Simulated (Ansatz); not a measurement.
# MoCl2O2 (SMILES O=[Mo](=O)(Cl)Cl): CCSD(T)/def2-SVP (core potential)

What is the vertical singlet–triplet gap of MoCl2O2 at CCSD(T)/def2-SVP (core potential)? 

Program for the calculation: Ansatz 0.2.0.

2 further runs of the same task are left out: 2 that didn't finish.

### Step 1. Starting point

The species is MoCl2O2 (5 atoms), meant as a singlet with charge 0. As SMILES, `O=[Mo](=O)(Cl)Cl`. The shape is that of a PBE0-D4/def2-TZVP optimisation.

Bond lengths: O1–Mo2 1.663 Å, Mo2–O3 1.663 Å, Mo2–Cl4 2.242 Å, Mo2–Cl5 2.242 Å. Angles: O1–Mo2–O3 106.8°, O1–Mo2–Cl4 109.6°, O1–Mo2–Cl5 109.6°, O3–Mo2–Cl4 109.6°, O3–Mo2–Cl5 109.6°, Cl4–Mo2–Cl5 111.7°.

### Step 2. The energy at CCSD(T)/def2-SVP (core potential)

Input file job.yaml:

```yaml
crystal:
  periodic: [false, false, false]
  atoms:
    - {symbol: O, position_ang: [0.160790, -0.193810, 1.710330]}
    - {symbol: Mo, position_ang: [0.067390, -0.061640, 0.055230]}
    - {symbol: O, position_ang: [1.227030, -1.074450, -0.573270]}
    - {symbol: Cl, position_ang: [-1.960190, -0.720580, -0.637400]}
    - {symbol: Cl, position_ang: [0.504990, 2.050480, -0.554890]}
basis:
  gaussian:
    orbitals: def2-SVP
correlation:
  method: ccsd_t
  frozen_orbitals: {Cl: 5, Mo: 0, O: 1}
accuracy: high
scf:
  omitted_lower_state_checks: [cluster_reference, increment]
```

Started as:

```console
ansatz run job.yaml --threads 1 --pin off --max-ram 3480MiB --events-out events.jsonl --progress --plain --runs-dir runs
```

The program printed, shortened:

```text
Warning: RAYON_NUM_THREADS=1 ignored (pool sized by the plan → 1); use --threads N
Functional definition: HF
  name "HF"
[...]
1956 factors; integrals over basis functions are off by at most 6.0e-8 eV
[...]
mean field -30909.83277982 eV, -1135.9154032214 hartree, gradient 4.1e-8 eV, S^2 0.000000; 2 other end points of the search recorded, 0 dependent functions left out
12 core orbitals not correlated: weight in the atoms' cores, before any rotation towards them, 1.000 or more for the frozen orbitals, at most 0.000 for the correlated occupied ones
reference -30909.83277982 eV, -1135.9154032214 hartree; 20, 20 occupied and 63, 63 virtual orbitals, 1956 factors
second order -30.61571881 eV of doubles, -0.00000000 eV of singles
cycle   1  -25.89398574 eV  change     4.7e0 eV  update   3.6e-1
[...]
cycle  25  -28.50141446 eV  change   1.1e-10 eV  update   1.2e-9
perturbative correction -1.63606206 eV, -0.0601241719 hartree
Total energy: -30939.97025634 eV, -1137.0229350556 hartree
Checks for a lower state left out: cluster_reference, increment
```

It took 47 s on 1 thread of Intel Xeon Platinum 8259CL at 2.50GHz (Skylake/Cascade Lake), shared host; peak memory 0.63 GiB.

### Step 3. The triplet at the same level

Input file in.yaml:

```yaml
crystal:
  periodic: [false, false, false]
  atoms:
    - {symbol: O, position_ang: [0.160790, -0.193810, 1.710330]}
    - {symbol: Mo, position_ang: [0.067390, -0.061640, 0.055230]}
    - {symbol: O, position_ang: [1.227030, -1.074450, -0.573270]}
    - {symbol: Cl, position_ang: [-1.960190, -0.720580, -0.637400]}
    - {symbol: Cl, position_ang: [0.504990, 2.050480, -0.554890]}
basis:
  gaussian:
    orbitals: def2-SVP
magnetization:
  spin_polarized: true
  initial_magnetization: 2
correlation:
  method: ccsd_t
  frozen_orbitals: {Cl: 5, Mo: 0, O: 1}
accuracy: high
scf:
  omitted_lower_state_checks: [cluster_reference, increment]
```

Started as:

```console
ansatz run in.yaml --threads 1 --pin off --max-ram 3480MiB --events-out events.jsonl --progress --plain --runs-dir runs
```

The program printed:

```text
Warning: RAYON_NUM_THREADS=1 ignored (pool sized by the plan → 1); use --threads N
[... 20 lines left out ...]
12 core orbitals not correlated: weight in the atoms' cores, before any rotation towards them, 1.000 or more for the frozen orbitals, at most 0.000 for the correlated occupied ones
[... 44 lines left out ...]
Total energy: -30935.80055024 eV, -1136.8697011825 hartree
Checks for a lower state left out: cluster_reference, increment
```

Run time: 6.5 min. Hardware: 1 thread of Intel Xeon Platinum 8259CL at 2.50GHz (Skylake/Cascade Lake), shared host; peak memory 1.4 GiB.

### Step 4. What came out

Level: CCSD(T)/def2-SVP (core potential), 12 core orbitals frozen.

| quantity | value |
| --- | --- |
| singlet: total energy | -1137.02294 Eh |
| singlet: correlation energy (12 core orbitals frozen) | -1107.5 mEh |
| singlet: (T) correction | -60.12 mEh |
| singlet: T1 diagnostic | 0.023 |
| triplet: total energy | -1136.86970 Eh |
| triplet: correlation energy (12 core orbitals frozen) | -1021.5 mEh |
| triplet: (T) correction | -44.73 mEh |
| triplet: ⟨S²⟩ of the reference determinant | 2.195 |
| triplet: T1 diagnostic | 0.037 |
| vertical energy of the triplet above the singlet | 4.170 eV |

What this shows: At this shape the triplet lies 4.17 eV (402 kJ/mol) above the singlet. The triples (singlet) make up 5.4 % of the correlation energy. ⟨S²⟩ (triplet) is 2.20 where a pure triplet has 2.00: the reference is spin-contaminated. The triples (triplet) make up 4.4 % of the correlation energy.
